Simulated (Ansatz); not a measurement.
# GaB (P4/mmm) in Ansatz: notebook

One crystal, GaB, is run at these levels: PBE; tasks: single point.

Program: Ansatz 0.2.0. These are calculated values, not measurements. Logs are shortened: lines on timing, memory, paths and dates and some standing lists are left out, and cuts for length are marked.

## Step 1: Starting point

The structure is tetragonal, space group P4/mmm (No. 123). Conventional cell: a = 2.718 Å, b = 2.718 Å, c = 3.107 Å, α = 90.00°, β = 90.00°, γ = 90.00°. Ga (site symmetry 4/mmm) has 8 B at 2.47 Å and 4 Ga at 2.72 Å as nearest neighbours. Around B (site symmetry 4/mmm) lie 8 Ga at 2.47 Å and 4 B at 2.72 Å.

The cell was built by a generator and needn't be a form met in nature.

## Step 2: Single point, PBE, 11.48 Å³/atom

The input, input.yaml:

```yaml
crystal:
  lattice:
    - [2.71824, 0.0, 0.0]
    - [0.0, 2.71824, 0.0]
    - [0.0, 0.0, 3.1067616]
  atoms:
    - { symbol: Ga, position: [0.5, 0.5, 0.5] }
    - { symbol: B, position: [0.0, 0.0, 0.0] }
hamiltonian:
  xc: pbe
  pseudopotentials: { kind: paw }
kpoints:
  mp_grid: { grid: [8, 8, 7] }
scf:
  occupations: { method: fermi_dirac, width: 0.05 }
output:
  forces: true
  stress: true
  eigenvalues: true
```

Potentials or basis: Ansatz PAW.

Command:

```
$ ansatz run input.yaml --threads 2 --pin off --max-ram 5632MiB --backend cpu --events-out ev --progress --plain --runs-dir out
```

The log of the run:

```text
Warning: RAYON_NUM_THREADS=2 ignored (pool sized by the plan → 2); use --threads N
Engine: ansatz 0.2.0, aarch64-unknown-linux-gnu
Pseudopotentials: kind: paw
Pseudopotential: Ga, paw, valence charge 13, recommended cutoff 420 eV (normal), Ga.paw.azcp
Pseudopotential: B, paw, valence charge 3, recommended cutoff 420 eV (normal), B.paw.azcp
Functional definition: PBE
  parameter kappa = 0.804
  parameter beta = 0.06672455060314922
  exchange = pbe_x(kappa = kappa, mu = beta*pi^2/3)
  correlation = pbe_c(beta = beta)
Crystal: 2 atoms, lattice volume = 22.955 Å³
Basis set: ecut = 420 eV, 455 PW (Γ), exchange–correlation on 40×40×48 points (8 copies of the dense FFT grid, shifted against one another)
Bands: 12, of which v1, the nominal top of the filled ones, is band 8 counted from 1 (7 counted from 0)
Symmetry: 16 space group operations
Space group: P4/mmm (ITA 123), of the structure as read, at distance tolerance 2.8e-5 Å
k-points: 60 of 448
Non-local potential: Ga, projectors of the file, l = 0: 2, l = 1: 2, l = 2: 3, l = 3: 1
Non-local potential: B, projectors of the file, l = 0: 2, l = 1: 2, l = 2: 1
PAW form: soft (Blöchl's): semilocal exchange-correlation on the pseudo side does not see the compensation charge
PAW one-centre angular grid: Ga, 590 points (default); XC on 64 Gauss nodes
PAW one-centre angular grid: B, 110 points (default); XC on 64 Gauss nodes
Initial density: superposition of atomic densities (neutral atoms: chi_scale 0, normalization atom), corrected by the library's trained network
Initial wavefunctions: pseudopotential atomic-orbital guess
Functional: x = pbe(κ = 0.804, μ = 0.2195149727645171), c = pbe(β = 0.06672455060314922)
SCF iter   1: F=—  HF=-3936.457235 eV  |F-HF|=—  |Δ(HF+E_count)|=         —  Δρ=5.18e-3  dr2=5.39e-3  ethr=1.77e-3  ⟨swp⟩=5.1  Hψ=3739  notcnv=0
preconditioner: auto → none  [metal: Δε(μ)=0.024 eV  Ē_g=16.807 eV  σ=0.050 eV  W_gap=0.12  n_scr=6 (ndim 8)  ℏωp=31.0 eV  f_vac=0.000  D(μ)=0.67/eV (n_scr^D=2)  sad-step TF]
SCF iter   2: F=—  HF=-3936.455889 eV  |F-HF|=—  |Δ(HF+E_count)|=   1.35e-3  Δρ=3.15e-3  dr2=1.72e-3  ethr=3.37e-5  ⟨swp⟩=1.1  Hψ=1208  notcnv=0
SCF iter   3: F=—  HF=-3936.455624 eV  |F-HF|=—  |Δ(HF+E_count)|=   2.64e-4  Δρ=1.14e-3  dr2=2.48e-4  ethr=1.07e-5  ⟨swp⟩=2.0  Hψ=1174  notcnv=0  defer=1
SCF iter   4: F=—  HF=-3936.455407 eV  |F-HF|=—  |Δ(HF+E_count)|=   2.17e-4  Δρ=1.24e-4  dr2=2.13e-6  ethr=1.55e-6  ⟨swp⟩=2.0  Hψ=1179  notcnv=0
SCF iter   5: F=—  HF=-3936.455410 eV  |F-HF|=—  |Δ(HF+E_count)|=   2.84e-6  Δρ=3.42e-5  dr2=2.97e-7  ethr=1.33e-8  ⟨swp⟩=2.0  Hψ=1179  notcnv=0
SCF iter   6: F=-3936.455410 eV  HF=-3936.455410 eV  |F-HF|=2.36e-9  |Δ(HF+E_count)|=   7.85e-8  Δρ=1.33e-5  dr2=1.91e-8  ethr=6.25e-10  ⟨swp⟩=5.2  Hψ=3107  notcnv=0
SCF 1 converged in 6 iterations: F = -3936.455410 eV  dr2 = 1.91e-8
SCF converged after 6 iterations
Free energy (F): -3936.455410 eV
Harris-Foulkes:  -3936.455410 eV  (|F-HF|=2.36e-9)
Internal energy: -3936.450000 eV  (E = F + TS)
E sigma→0 (E₀):  -3936.452705 eV
Entropy (-TS):   -0.005410 eV (-2.705 meV/atom)
Fermi energy:    11.710654 eV
--- Per-component energies (eV) ---
  E_band       = 6.453498
  E_kinetic    = 157.659819
  E_local      = -1782.999254  (includes V_loc(G=0)·N_el)
  E_nonlocal   = 439.033947
  E_hartree    = 850.549410
  E_xc         = -100.170213
  E_vxc        = -94.816499  (∫ρ·V_xc dr)
  E_paw        = -2067.128552  (= ΣΔE_a)
  E_vpaw       = -413.528832  (= ΣTr[D̂ρ^β])
  E_aug_tail   = -0.000128  (compensation charges beyond the density's cutoff)
  E_ewald      = -1433.395029
  E_smearing   = -0.005410  (= −TS)
  E_closure    = 0.000000  (closes the sum)
  Σ components = -3936.455410   (vs F -3936.455410, Δ=0.00e0)
--- Forces (eV/Å), atoms counted from 1 ---
  atom   1  Ga     0.00000000     0.00000000     0.00000000
  atom   2  B     -0.00000000     0.00000000     0.00000000
  max |Σ_I F_I| component: 8.68e-30 eV/Å
--- Stress (GPa, compression-positive) ---
        5.011635       0.000000       0.000000
        0.000000       5.011635       0.000000
        0.000000       0.000000       8.228117
  P = ⅓ Tr σ = 6.0838 GPa (60.838 kbar)
--- Band table (eV; the first three rows and the last of 60) ---
  k-point 0: bands = ["-3.5546", "-3.4168", "-3.0744", "-3.0744", "-3.0340", "-1.9633", "10.5574", "14.0611", "14.0611", "14.7012", "20.5311", "20.9774"]
  k-point 1: bands = ["-3.5510", "-3.3971", "-3.0872", "-3.0872", "-3.0332", "-1.6571", "8.4968", "14.3237", "14.3237", "16.7037", "21.0532", "21.2475"]
  k-point 2: bands = ["-3.5429", "-3.3585", "-3.1157", "-3.1157", "-3.0313", "-0.7329", "5.5351", "15.0299", "15.0299", "18.8031", "22.0606", "22.2277"]
  k-point 59: bands = ["-3.5088", "-3.3874", "-3.3874", "-2.9782", "-2.8779", "9.4925", "9.8100", "9.8100", "11.4163", "12.1383", "12.5492", "12.5492"]
```

Run time: 0.74 s. Hardware: 2 threads of Arm Neoverse V1, shared host; peak memory 0.28 GiB.

What came out:

```yaml
Free_energy: -3936.4554 eV
Pressure: 6.1 GPa
Band_gap_on_the_k_mesh: none (metal or under the smearing width)
```

## Step 3: Single point, PBE, 11.72 Å³/atom

input.yaml, as its differences from that of step 2:

```diff
@@ -4,3 +4,3 @@
     - [0.0, 2.71824, 0.0]
-    - [0.0, 0.0, 3.1067616]
+    - [0.0, 0.0, 3.1714858]
   atoms:
```

Potentials or basis: Ansatz PAW.

Command:

```
$ ansatz run input.yaml --threads 2 --pin off --max-ram 5632MiB --backend cpu --events-out ev --progress --plain --runs-dir out
```

It took 0.75 s on 2 threads of Arm Neoverse V1, shared host; peak memory 0.28 GiB.

Results (log left out):

- Free energy: -3936.4733 eV
- Pressure: 3.3 GPa
- Band gap on the k mesh: none (metal or under the smearing width)
